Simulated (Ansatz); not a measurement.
This geometry of a periodic cell of 17 atoms, Mg8HO8 (host MgO, host structure Fm-3m, interstitial H) is a first-order saddle point.

Computed with Ansatz 0.2.0, DFT PBE-D3(BJ), scalar-relativistic, plane waves, PAW. Settings: PAW set soft_1, cutoff 420 eV, k mesh 3x3x3, gaussian smearing 0.05 eV, spin collinear.

```xyz
17
Lattice="0.0000 4.2703 4.2703 4.2703 0.0000 4.2703 4.2703 4.2703 0.0000" Properties=species:S:1:pos:R:3
Mg -0.061 -0.002 0.158
O 2.142 2.165 2.146
Mg 2.141 2.075 0.005
O 4.307 4.268 2.170
Mg 2.103 -0.002 2.170
O 4.281 2.100 4.277
Mg 4.288 2.047 2.151
O 6.418 4.268 4.282
Mg 0.017 2.218 2.152
O 2.251 4.268 4.386
Mg 2.294 4.267 2.074
O 4.282 6.436 4.277
Mg 2.140 2.191 4.275
O 4.073 4.268 6.206
Mg 4.306 4.268 4.237
O 6.413 6.370 6.416
H 5.186 4.268 7.320
```

**Question.** Which two structures does it join? (They come from a converged band through this point; their orientation in space is the band's.)

**Answer.** The atom that moves furthest is H17, by 2.13 Å; four of its nearest neighbours are Mg11 1.87, Mg1 1.87, Mg7 1.87, Mg3 1.87 Å at the first end and Mg9 1.87, Mg13 1.87, Mg1 1.87, Mg11 1.87 Å at the last.

First end point:

```xyz
17
Lattice="0.0000 4.2703 4.2703 4.2703 0.0000 4.2703 4.2703 4.2703 0.0000" Properties=species:S:1:pos:R:3
Mg -0.013 -0.017 0.012
O 2.139 2.136 2.130
Mg 2.151 2.147 0.012
O 4.268 4.265 2.130
Mg 2.139 -0.005 2.130
O 4.223 2.181 4.317
Mg 4.257 2.147 2.119
O 6.410 4.265 4.271
Mg -0.002 2.136 2.130
O 2.185 4.219 4.317
Mg 2.151 4.253 2.118
O 4.268 6.406 4.271
Mg 2.139 2.136 4.271
O 4.222 4.219 6.354
Mg 4.268 4.265 4.271
O 6.455 6.452 6.355
H 5.339 5.334 7.470
```

Last end point:

Only the atoms that move by more than 0.05 Å are listed.
```
O2 2.183 2.084 2.087
O6 4.266 2.130 4.274
O10 2.183 4.317 4.319
O12 4.220 6.354 4.320
O14 4.220 4.317 6.357
O16 6.408 6.400 6.402
H17 5.336 3.200 7.473
```

**Question.** How far does it lie above each of them?

**Answer.** 0.54 eV above the first and 0.54 eV above the second. This is the barrier of this one path; another mechanism may lie lower. Limits of this set-up: coarse k mesh, a small cell, in which the defect meets its images, a typed lattice constant that wasn't relaxed here.

Run time: 57 min on 4 threads of Arm Neoverse V1, on a shared host, peak memory 2.5 GiB.
